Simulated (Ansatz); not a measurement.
# CuF: a single-point run

The task is a single-point run on CuF. The structure is shown as the input types it. The cell is built on a prototype (h-MgO type) and needn't be the phase found in nature.

Method: density functional or hybrid calculation with the settings of its input, plane waves (as first typed), in Ansatz 0.2.0.

4 further runs of the same task are left out: 1 for a known fault of the program, 3 that didn't finish.

### 1 Starting point

Symmetry: P6_3/mmc, No. 194, hexagonal system. Conventional cell: a = 3.509 Å, b = 3.509 Å, c = 5.083 Å, α = 90.00°, β = 90.00°, γ = 120.00°. Cu (site symmetry -6m2) has 3 F at 2.03 Å as nearest neighbours. Around F (site symmetry -6m2) lie 3 Cu at 2.03 Å.

As a file:

```
CELL_PARAMETERS angstrom
3.50866 0.00000 0.00000
-1.75433 3.03859 0.00000
0.00000 0.00000 5.08252
ATOMIC_POSITIONS crystal
Cu 0.33333 0.66667 0.25000
Cu 0.66667 0.33333 0.75000
F 0.66667 0.33333 0.25000
F 0.33333 0.66667 0.75000
```

### 2 The run

Input file input.yaml:

```yaml
crystal:
  lattice:
    - [3.5086571495, 0.0, 0.0]
    - [-1.7543285748, 3.0385862246, 0.0]
    - [0.0, 0.0, 5.082519893]
  atoms:
    - { symbol: Cu, position: [0.3333333333, 0.6666666667, 0.25] }
    - { symbol: Cu, position: [0.6666666667, 0.3333333333, 0.75] }
    - { symbol: F, position: [0.6666666667, 0.3333333333, 0.25] }
    - { symbol: F, position: [0.3333333333, 0.6666666667, 0.75] }
kpoints:
  mp_grid: { grid: [6, 6, 4] }
hamiltonian:
  xc: pbe
scf:
  occupations: { method: cold, width: 1.5 }
  n_extra_bands: 5
output:
  forces: true
  stress: true
  eigenvalues: true
```

Run with:

```
> ansatz run input.yaml --threads 4 --pin off --max-ram 3686MiB --backend cpu --events-out ev --progress --plain --runs-dir out
```

**Question.** How will this run end, and is anything wrong with its input?

The program finished normally. That alone doesn't make the input a sound one.

Look at the input: scf.occupations.method is cold; scf.occupations.width is 1.5. Occupations are smeared over electronvolts, wider than many features of the bands.

Run again and compare: set scf.occupations.method to fermi_dirac and scf.occupations.width to 0.02.
